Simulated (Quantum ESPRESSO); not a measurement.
A calculation with Quantum ESPRESSO 7.5 of HfRu3 (ASE script, Cartesian positions):

The input run.py:

```python
import numpy as np
from ase.calculators.espresso import Espresso, EspressoProfile
from ase.io import read

atoms = read('HfRu3.xyz')

input_data = {
    'control': {'calculation': 'scf', 'prefix': 'pwscf', 'outdir': './tmp', 'tprnfor': True, 'tstress': True, 'disk_io': 'nowf'},
    'system': {'ecutwfc': 60.0, 'nbnd': 40, 'occupations': 'smearing', 'smearing': 'fd', 'degauss': 0.00367493},
    'electrons': {'conv_thr': 8e-10, 'electron_maxstep': 120, 'mixing_beta': 0.5},
}
pseudopotentials = {'Hf': 'Hf-sp.oncvpsp.upf', 'Ru': 'Ru_ONCV_PBE-1.0.oncvpsp.upf'}
profile = EspressoProfile(command='pw.x', pseudo_dir='pseudo')
dft = Espresso(profile=profile, input_data=input_data, pseudopotentials=pseudopotentials, kpts=(7, 7, 7), koffset=(0, 0, 0))
atoms.calc = dft

print(f'energy {atoms.get_potential_energy():.8f} eV')
print('forces (eV/A)')
print(np.round(atoms.get_forces(), 6))
print('stress (eV/A^3, Voigt)')
print(np.round(atoms.get_stress(), 8))
print(f'Fermi level {dft.get_fermi_level():.4f} eV')
```

File HfRu3.xyz:

```xyz
4
Lattice="3.9557730000 0.0000000000 0.0000000000 0.0000000000 3.9557730000 0.0000000000 0.0000000000 0.0000000000 3.9557730000" Properties=species:S:1:pos:R:3 pbc="T T T"
Hf     0.0000000000      0.0000000000      0.0000000000
Ru     0.0000000000      1.9778865000      1.9778865000
Ru     1.9778865000      0.0000000000      1.9778865000
Ru     1.9778865000      1.9778865000      0.0000000000
```

Potentials or basis: SSSP 1.3 efficiency PBE.

Run with:

```console
$ OMP_NUM_THREADS=1 python run.py
```

The cell comes from a database or a generator and needn't be the stable form of this composition.

Question: Write the same calculation in another form: native input, structure typed inline.

Answer: As run:

Contents of pw.in:

```
&CONTROL
  calculation = 'scf'
  prefix = 'pwscf'
  outdir = './tmp'
  pseudo_dir = './pseudo'
  tprnfor = .true.
  tstress = .true.
  disk_io = 'nowf'
/
&SYSTEM
  ibrav = 0
  nat = 4
  ntyp = 2
  ecutwfc = 60
  nbnd = 40
  occupations = 'smearing'
  smearing = 'fd'
  degauss = 0.00367493
/
&ELECTRONS
  conv_thr = 8d-10
  electron_maxstep = 120
  mixing_beta = 0.5
/
ATOMIC_SPECIES
Hf   178.4900 Hf-sp.oncvpsp.upf
Ru   101.0700 Ru_ONCV_PBE-1.0.oncvpsp.upf
CELL_PARAMETERS angstrom
   3.9557730000    0.0000000000    0.0000000000
   0.0000000000    3.9557730000    0.0000000000
   0.0000000000    0.0000000000    3.9557730000
ATOMIC_POSITIONS crystal
Hf     0.0000000000    0.0000000000    0.0000000000
Ru     0.0000000000    0.5000000000    0.5000000000
Ru     0.5000000000    0.0000000000    0.5000000000
Ru     0.5000000000    0.5000000000    0.0000000000
K_POINTS automatic
7 7 7 0 0 0
```

Potentials or basis: SSSP 1.3 efficiency PBE.

The run is started by

```console
$ OMP_NUM_THREADS=1 pw.x -in pw.in > pw.out
```

Both were run:

|  | ASE script, Cartesian positions | native input, structure typed inline |
| --- | --- | --- |
| Pressure | -1.3 GPa | -1.3 GPa |
| Band gap on the k mesh | none (metal or under the smearing width) | none (metal or under the smearing width) |

Keys that steer only the numerical path or the files written may differ.
